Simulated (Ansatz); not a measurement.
**C3H9AlO: up Jacob's ladder to CCSD(T)**

How much do the methods differ for C3H9AlO? The plan is to run it at one geometry with functionals of several rungs and with coupled cluster, and see how far each lands from CCSD(T) at the basis-set limit for the atomisation energy.

Program: Ansatz 0.2.0, Gaussian basis. Level of theory: functionals in def2-TZVPP, the program's frozen cores in correlated methods. These are calculated values, not measurements.

Plan: LDA (SPW92), PBE-D4, revPBE-D4, BLYP-D4, r2SCAN-D4, B97M-V, PBE0-D4, B3LYP-D4, r2SCANh-D4, r2SCAN0-D4, HSE06-D4, BHLYP-D4, CAM-B3LYP-D4, LC-ωPBE, ωB97X-V, ωB97M-V, B2PLYP, PBE-QIDH; CCSD(T)/def2-SVP; CCSD(T)/def2-TZVPP; MP2/def2-QZVPP; extrapolation to the limit; RPA on PBE.

### 1 Structure used throughout

The geometry comes from an earlier relaxation with PBE0-D4 in a triple-zeta def2 set; it is a stationary point, not always the lowest conformer.

SMILES `CC(C)=[O+][AlH3-]`, 14 atoms, charge 0, spin multiplicity 1.

Atoms are counted from 1 here; the program's logs count them from 0.

Bond lengths: C1–C2 1.485 Å, C1–H6 1.095 Å, C1–H7 1.094 Å, C1–H8 1.088 Å, C2–C3 1.483 Å, C2–O4 1.230 Å, C3–H9 1.088 Å, C3–H10 1.096 Å, C3–H11 1.096 Å, O4–Al5 1.955 Å, Al5–H12 1.610 Å, Al5–H13 1.610 Å, Al5–H14 1.592 Å. Angles: C2–C1–H6 109.1°, C2–C1–H7 109.3°, C2–C1–H8 111.2°, H6–C1–H7 106.4°, H6–C1–H8 110.3°, H7–C1–H8 110.5°, C1–C2–C3 119.7°, C1–C2–O4 119.4°, C3–C2–O4 121.0°, C2–C3–H9 112.9°, C2–C3–H10 108.3°, C2–C3–H11 108.3°, H9–C3–H10 110.8°, H9–C3–H11 110.8°, H10–C3–H11 105.3°, C2–O4–Al5 127.8°, O4–Al5–H12 99.0°, O4–Al5–H13 99.0° and more.

### 2 LDA

This LDA is Slater exchange with PW92 correlation.

The input, in.yaml:

```yaml
crystal:
  periodic: [false, false, false]
  atoms:
    - {symbol: C, position_ang: [-1.639669, 1.002600, 0.764010]}
    - {symbol: C, position_ang: [-0.454168, 0.282369, 0.233803]}
    - {symbol: C, position_ang: [0.745967, 0.114925, 1.089253]}
    - {symbol: O, position_ang: [-0.482685, -0.165699, -0.911092]}
    - {symbol: Al, position_ang: [0.926357, -1.141777, -1.851856]}
    - {symbol: H, position_ang: [-1.344650, 2.017521, 1.048418]}
    - {symbol: H, position_ang: [-1.980700, 0.512393, 1.680893]}
    - {symbol: H, position_ang: [-2.440791, 1.034037, 0.029135]}
    - {symbol: H, position_ang: [0.630635, 0.564423, 2.073189]}
    - {symbol: H, position_ang: [1.606548, 0.543450, 0.563436]}
    - {symbol: H, position_ang: [0.961667, -0.956092, 1.173844]}
    - {symbol: H, position_ang: [1.101854, -2.375174, -0.832507]}
    - {symbol: H, position_ang: [2.097915, -0.041397, -1.761444]}
    - {symbol: H, position_ang: [0.258824, -1.420880, -3.270284]}
basis:
  gaussian: {orbitals: def2-TZVPP}
hamiltonian: {xc: lda}
output: {orbitals: {seedname: orbitals}}
```

Further steps of the session: PBE-D4 (GGA); revPBE-D4 (GGA); BLYP-D4 (GGA); r2SCAN-D4 (meta-GGA); B97M-V (meta-GGA); PBE0-D4 (hybrid); B3LYP-D4 (hybrid); r2SCANh-D4 (hybrid); r2SCAN0-D4 (hybrid); HSE06-D4 (hybrid); BHLYP-D4 (hybrid); CAM-B3LYP-D4 (range-separated); LC-ωPBE-D4 (range-separated); ωB97X-V (range-separated); ωB97M-V (range-separated); B2PLYP (double hybrid); PBE-QIDH (double hybrid); CCSD(T) in def2-SVP; CCSD(T) in def2-TZVPP; MP2 in def2-QZVPP; RPA on PBE orbitals.

Q: Predict the results of all the runs planned. Wanted: atomisation energy, CCSD(T)/CBS; farthest beyond LDA; mean size of error, GGA; mean size of error, meta-GGA; mean size of error, hybrid; mean size of error, range-separated; mean size of error, double hybrid; gap, smallest and largest; T1 diagnostic.

The runs gave:

| quantity | value |
| --- | --- |
| atomisation energy, CCSD(T)/CBS | 52.805 eV |
| functionals within 0.264 eV (0.5 %) | BLYP-D4, r2SCAN-D4, PBE0-D4, B3LYP-D4, r2SCANh-D4, HSE06-D4, LC-ωPBE, ωB97X-V, ωB97M-V |
| farthest beyond LDA | BHLYP-D4 (-1.227 eV) |
| mean size of error, GGA | 0.411 eV |
| mean size of error, meta-GGA | 0.364 eV |
| mean size of error, hybrid | 0.320 eV |
| mean size of error, range-separated | 0.197 eV |
| mean size of error, double hybrid | 0.473 eV |
| gap, smallest and largest | 2.78 eV (LDA (SPW92)), 10.39 eV (LC-ωPBE) |
| T1 diagnostic | 0.0143 |
| triples share of the correlation energy | 3.7 % |

The LDA atomisation energy is off by 7.011 eV (13 %): it overbinds. PBE-D4 misses by +0.711 eV. Double hybrids carry the basis error of their MP2 part in triple zeta, and no dispersion term here, so their miss is partly the set-up's. By mean error the best rung here is range-separated (0.197 eV) and the worst beyond LDA is double hybrid (0.473 eV). The gap between the best rungs is small, so their order is not settled. Misses under about 0.264 eV are within the doubt on the reference itself, which lacks core-valence correlation, relativity and higher excitations. Hartree-Fock recovers 75 % of the binding; the rest is correlation. CCSD(T) in def2-SVP is off by -2.149 eV, so the small basis spoils what the method gains. The gap grows from 2.8 to 10.4 eV across the functionals, mostly with the share of exact exchange.
